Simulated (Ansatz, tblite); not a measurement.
# [AuF4]-: rung by rung

Aim: run the singlet of [AuF4]- at one geometry on many levels, and compare frontier levels, spin and run time.

Method: as each input shows; program: Ansatz 0.2.0, Gaussian basis.

The runs, in order: GFN1-xTB, GFN2-xTB, PBE-D4/def2-TZVPD, r2SCAN-D4/def2-TZVPD, r2SCANh-D4/def2-TZVPD, HSE06-D4/def2-TZVPD, revPBE-D4/def2-TZVPD, B2PLYP/def2-TZVPD, LC-ωPBE/def2-TZVPD, HF/def2-TZVPD, BHLYP-D4/def2-TZVPD, r2SCAN0-D4/def2-TZVPD, BLYP-D4/def2-TZVPD, PBE+5HF/def2-TZVPD, PBE+10HF/def2-TZVPD, PBE+15HF/def2-TZVPD, PBE+35HF/def2-TZVPD, PBE+50HF/def2-TZVPD, PBE-D4/def2-SVPD, PBE0-D4/def2-SVPD, PBE0-D4/def2-QZVPPD, CCSD(T)/def2-SVPD, MP2/def2-TZVPD, RPA/def2-TZVPD.

### 1 The relaxed structure

The singlet was relaxed beforehand with PBE0-D4/def2-SVPD.

5 atoms, charge -1, spin multiplicity 1.

Bond lengths: Au1–F2 1.933 Å, Au1–F3 1.933 Å, Au1–F4 1.933 Å, Au1–F5 1.933 Å. Angles: F2–Au1–F3 90.0°, F2–Au1–F4 180.0°, F2–Au1–F5 90.0°, F3–Au1–F4 90.0°, F3–Au1–F5 180.0°, F4–Au1–F5 90.0°.

As a file:

```tsv
atom	x (Å)	y (Å)	z (Å)
Au1	0.0000	0.0000	0.0000
F2	1.9333	-0.0271	0.0048
F3	0.0270	1.9333	0.0083
F4	-1.9333	0.0271	-0.0048
F5	-0.0270	-1.9333	-0.0082
```

Formally the metal is d8. Au takes a core potential in the def2 sets. No spin-orbit coupling is included. The ion is computed in the gas phase, without counter-ions or solvent.

PBE0-D4/def2-TZVPD was run before; its log isn't repeated, and its numbers join the tables.

### 2 GFN1-xTB

Tight binding, by tblite at 300 K electronic temperature and without a spin-polarisation term:

```python
tblite.interface.Calculator('GFN1-xTB', numbers, positions, charge=-1, uhf=0).singlepoint()
```

Energy -675.0078 eV, HOMO -6.35 eV, LUMO -3.10 eV; 0.004 s.

### 3 GFN2-xTB

Tight binding, by tblite at 300 K electronic temperature and without a spin-polarisation term:

```python
tblite.interface.Calculator('GFN2-xTB', numbers, positions, charge=-1, uhf=0).singlepoint()
```

Energy -628.9638 eV, HOMO -7.76 eV, LUMO -4.63 eV; 0.002 s.

### 4 PBE-D4/def2-TZVPD

start.molden holds the orbitals of an earlier run on this state, given as this run's starting guess.

in.yaml

```yaml
crystal:
  periodic: [false, false, false]
  atoms:
    - {symbol: Au, position_ang: [-0.000002, -0.000003, -0.000030]}
    - {symbol: F, position_ang: [1.933276, -0.027055, 0.004808]}
    - {symbol: F, position_ang: [0.027037, 1.933264, 0.008255]}
    - {symbol: F, position_ang: [-1.933280, 0.027054, -0.004792]}
    - {symbol: F, position_ang: [-0.027031, -1.933269, -0.008242]}
basis:
  gaussian: {orbitals: def2-TZVPD, initial_orbitals: start.molden}
total_charge: -1
hamiltonian: {xc: pbe, dispersion: d4}
scf: {omitted_lower_state_checks: [starts]}
output: {forces: true, orbitals: {seedname: orbitals}}
```

Started as:

```bash
$ ansatz run in.yaml --threads 2 --pin off --events-out ev --progress --plain --max-ram 4352MiB
```

After this run come: r2SCAN-D4/def2-TZVPD; r2SCANh-D4/def2-TZVPD; HSE06-D4/def2-TZVPD; revPBE-D4/def2-TZVPD; B2PLYP/def2-TZVPD; LC-ωPBE/def2-TZVPD; HF/def2-TZVPD; BHLYP-D4/def2-TZVPD; r2SCAN0-D4/def2-TZVPD; BLYP-D4/def2-TZVPD; PBE+5HF/def2-TZVPD; PBE+10HF/def2-TZVPD; PBE+15HF/def2-TZVPD; PBE+35HF/def2-TZVPD; PBE+50HF/def2-TZVPD; PBE-D4/def2-SVPD; PBE0-D4/def2-SVPD; PBE0-D4/def2-QZVPPD; CCSD(T)/def2-SVPD; MP2/def2-TZVPD; RPA/def2-TZVPD.

**Question.** What will the summary of the whole plan be? Wanted: gap in def2-TZVPD, named functionals and Hartree-Fock, smallest and largest; gap over the share of exact exchange; correlation energy, CCSD(T)/def2-SVPD; correlation energy, MP2/def2-TZVPD; PBE0 total energy, smallest basis above largest.

The runs gave:

| quantity | value |
| --- | --- |
| gap in def2-TZVPD, named functionals and Hartree-Fock, smallest and largest | 2.84 eV (PBE-D4), 15.22 eV (HF) |
| gap over the share of exact exchange | 2.84 eV at 0, 8.85 eV at 0.5 |
| correlation energy, CCSD(T)/def2-SVPD | -33.36 eV |
| correlation energy, MP2/def2-TZVPD | -41.05 eV |
| PBE0 total energy, smallest basis above largest | 13.55 eV (def2-SVPD, def2-QZVPPD) |

What this shows: Orbital gaps of the named functionals and Hartree-Fock in def2-TZVPD span 2.84 eV (PBE-D4) to 15.22 eV (HF); exact exchange widens it. Raising the share of exact exchange from 0 to 0.5 moves the HOMO by -4.09 eV and the LUMO by +1.92 eV.
